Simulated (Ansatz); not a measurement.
# Si2As3: the cost of one run

Program: Ansatz 0.2.0. Level of theory: DFT PBE, scalar-relativistic, plane waves, PAW, unless a step names another level. These are calculated values, not measurements.

2 further runs of the same task are left out: 2 that didn't finish. Runs told in other sessions of the task aren't counted.

## Step 1: The system as given

The structure is trigonal, space group P-3m1 (No. 164). Conventional cell: a = 3.680 Å, b = 3.680 Å, c = 22.716 Å, α = 90.00°, β = 90.00°, γ = 120.00°. Si (site symmetry 3m) has 1 Si at 2.36 Å and 3 As at 2.40 Å in its first shell of neighbours. As (site symmetry 3m) has 3 As at 2.53 Å in its first shell of neighbours. Around As (site symmetry 3m) lie 3 Si at 2.40 Å.

Structure file:

```xyz
10
Lattice="3.6799 0.0000 0.0000 -1.8400 3.1869 0.0000 0.0000 0.0000 22.7164" Properties=species:S:1:pos:R:3 pbc="T T T"
Si    0.0000    0.0000   16.9530
Si    0.0000    0.0000   14.5890
Si    0.0000    0.0000    5.7634
Si    0.0000    0.0000    8.1274
As    0.0000    2.1246    0.6858
As    1.8400    1.0623   22.0306
As    0.0000    2.1246   18.0593
As    0.0000    2.1246   13.4830
As    1.8400    1.0623    4.6572
As    1.8400    1.0623    9.2334
```

It came out lowest among 33 distinct ends of the trial cells. At a tolerance of 0.02 Å it has space group P-3m1 (No. 164).

## Step 2: Tight relaxation for the response runs, on the response runs' mesh and smearing

File input.yaml:

```yaml
crystal:
  lattice:
    - [3.6799074985, 0.0, 0.0]
    - [-1.8399537493, 3.1868933773, 0.0]
    - [0.0, 0.0, 22.7164311703]
  atoms:
    - { symbol: Si, position: [0.0, 0.0, 0.7462876035] }
    - { symbol: Si, position: [0.0, 0.0, 0.6422240347] }
    - { symbol: Si, position: [0.0, 0.0, 0.2537123965] }
    - { symbol: Si, position: [0.0, 0.0, 0.3577759653] }
    - { symbol: As, position: [0.3333333333, 0.6666666667, 0.0301895145] }
    - { symbol: As, position: [0.6666666667, 0.3333333333, 0.9698104855] }
    - { symbol: As, position: [0.3333333333, 0.6666666667, 0.7949871954] }
    - { symbol: As, position: [0.3333333333, 0.6666666667, 0.5935359092] }
    - { symbol: As, position: [0.6666666667, 0.3333333333, 0.2050128046] }
    - { symbol: As, position: [0.6666666667, 0.3333333333, 0.4064640908] }
basis:
  ecutwfc: 420
kpoints:
  mp_grid: { grid: [12, 12, 2] }
hamiltonian:
  xc: pbe
scf:
  occupations: { method: fixed }
output:
  forces: true
  stress: true
  eigenvalues: true
  write_density: true
  write_potential: true
  elf: true
  volumetric_format: npy
relax:
  adjacent_minimum: "off"
  f_tol: 0.001
  max_steps: 60
  cell: { stress_tol: 0.01 }
```

Launch:

```sh
> ansatz run input.yaml --threads 3 --pin off --max-ram 7680MiB --backend cpu --events-out ev --progress --plain --runs-dir out
```

Q: Estimate wall time and peak memory on 3 threads of Intel Xeon at 2.50GHz (Skylake/Cascade Lake), shared host.

About 5.3 min, with a peak of 0.96 GiB.
